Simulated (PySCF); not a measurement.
# CH5BrGe (Methylgermylbromide): the cost of one run

Programs: PySCF 2.14.0, with routines of our own; each step states its level. All values are computed. Atoms count from 0.

## 1. The starting structure

8 atoms, charge 0, multiplicity 1; geometry from: GFN2-xTB.

## 2. Relaxing the molecule at PBE0-D3(BJ)/def2-SVP

Job settings and geometry (Å):

```
{"job": {"xc": "PBE0", "basis": "def2-SVP", "d3": "d3bj", "grid": 1, "maxiter": 30, "shake": 0.01, "kind": "geom"}, "charge": 0, "multiplicity": 1}
C     -1.047380     0.184780     0.053940
Ge     0.802910    -0.359390    -0.127600
Br     2.114760     1.337200     0.613780
H     -1.265740     0.440890     1.085260
H     -1.743470    -0.578640    -0.300050
H     -1.254250     1.109810    -0.545440
H      1.185040    -1.553440     0.722130
H      1.263260    -0.600340    -1.554490
```

The run is started by

```bash
$ OMP_NUM_THREADS=1 python heavy_run.py task.json out
```

The driver reads the jobs from task.json and runs them one after another.

**Question.** How long does this first job take on 1 thread of Arm Neoverse V2, shared host, and how much memory does it need?

About 28 s, with a peak of 0.42 GiB.
